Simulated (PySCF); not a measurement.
# [Eu(NH2)2]+: other functionals and bases at one geometry

One table from this session's results is given with a row withheld; the runs are named, their logs left out.

Computed with PySCF 2.14.0. Level: several levels, as the steps say, no spin–orbit coupling.

1 further run of the same task is left out (for a known fault of the program).

## The system as given

7 atoms, charge 1, spin multiplicity 1.

Bond lengths: Eu1–N2 2.103 Å, Eu1–H3 2.808 Å, Eu1–H4 2.869 Å, Eu1–N5 2.103 Å, Eu1–H6 2.869 Å, Eu1–H7 2.808 Å, N2–H3 1.024 Å, N2–H4 1.023 Å, N5–H6 1.023 Å, N5–H7 1.024 Å. Angles: N2–Eu1–H3 17.6°, N2–Eu1–H4 15.9°, N2–Eu1–N5 105.4°, N2–Eu1–H6 121.2°, N2–Eu1–H7 87.8°, H3–Eu1–H4 33.4°, H3–Eu1–N5 87.8°, H3–Eu1–H6 103.6°, H3–Eu1–H7 70.2°, H4–Eu1–N5 121.2°, H4–Eu1–H6 137.1°, H4–Eu1–H7 103.6°, N5–Eu1–H6 15.9°, N5–Eu1–H7 17.6°, H6–Eu1–H7 33.4°, Eu1–N2–H3 124.1°, Eu1–N2–H4 130.0°, H3–N2–H4 106.0° and more.

Coordinates:

```
Eu    0.00000    0.78302    0.02374
N     1.67250    0.03264    1.05448
H     1.61434   -0.56869    1.88132
H     2.67004    0.15838    0.86767
N    -1.67250    0.03264    1.05448
H    -2.67004    0.15838    0.86767
H    -1.61434   -0.56869    1.88132
```

Formal oxidation states: Eu +3. Each metal's 6 4f electrons lie in its core potential, so multiplicities, spins and levels count the valence alone. An earlier session relaxed this geometry at PBE0, Eu lcecp-1-SVP with ECP52, N def2-SVP, H def2-SVP (singlet, point group C2v).

At PBE0 on the finer grid: E = -146.835796 Eh, HOMO -11.58 eV, LUMO -6.50 eV, Mulliken charge on Eu1 +1.21 e, largest force component 0.017 eV/Å. 

Levels to run: M06-L; CAM-B3LYP; PBE0, TZVP. Hardware: 2 threads of Arm Neoverse V1, shared host.

Set-up of the first run:

File run.py (the lines that set the calculation):

```python
mol = gto.M(atom='''
Eu     0.00000     0.78302     0.02374
N      1.67250     0.03264     1.05448
H      1.61434    -0.56869     1.88132
H      2.67004     0.15838     0.86767
N     -1.67250     0.03264     1.05448
H     -2.67004     0.15838     0.86767
H     -1.61434    -0.56869     1.88132''',
    basis={'Eu': 'lcecp-1-SVP', 'N': 'def2-SVP', 'H': 'def2-SVP'},
    ecp={'Eu': 'lcecp-1-SVP'},
    charge=1, spin=0)
mf = dft.RKS(mol, xc='M06L')
mf.grids.atom_grid = (75, 302)  # f atoms: unpruned, at least (60, 302)
mf = mf.density_fit()  # fitting sets: Eu AutoAux, N def2-universal-JKFIT, H def2-universal-JKFIT
mf.conv_tol = 1e-08; mf.max_cycle = 55
mf.kernel(dm0)  # dm0: the density of the relaxed state
```

Started as:

```
$ OMP_NUM_THREADS=2 python run.py
```

Steps of the session up to this table: M06-L; CAM-B3LYP; PBE0, TZVP.

One of the session's tables, all rows but one given; the rest of the session is left out.

| level | HOMO (eV) | gap (eV) | charge on Eu1 (e) | dipole (D) | largest force component (eV/Å) |
| --- | --- | --- | --- | --- | --- |
| PBE0 (relaxed here) | -11.58 | 5.08 | 1.21 | 2.82 | 0.02 |
| M06-L | -10.35 | 4.08 | 1.31 | 2.96 | 0.28 |
| CAM-B3LYP | -12.92 | 7.08 | 1.21 | 3.04 | 0.13 |
| PBE0, TZVP | ? | ? | ? | ? | ? |

**Question.** Estimate the row for PBE0, TZVP.

As computed: HOMO (eV): -11.61; gap (eV): 5.10; charge on Eu1 (e): 1.62; dipole (D): 3.09; largest force component (eV/Å): 0.30. In the column «HOMO (eV)» it lies between CAM-B3LYP (-12.92) and PBE0 (relaxed here) (-11.58).

The dipole of a charged species depends on the origin, so these sizes hold for this origin alone.

In one basis the HOMO–LUMO gap runs from 4.08 eV (M06-L) to 7.08 eV (CAM-B3LYP). The largest leftover force, 0.30 eV/Å with PBE0, TZVP, stands at a geometry relaxed at another level. With 4f in the core, its levels are missing from HOMO and gap, and its count is fixed, so no charge can pass from the ligands into it. Total energies of different levels can't be compared.
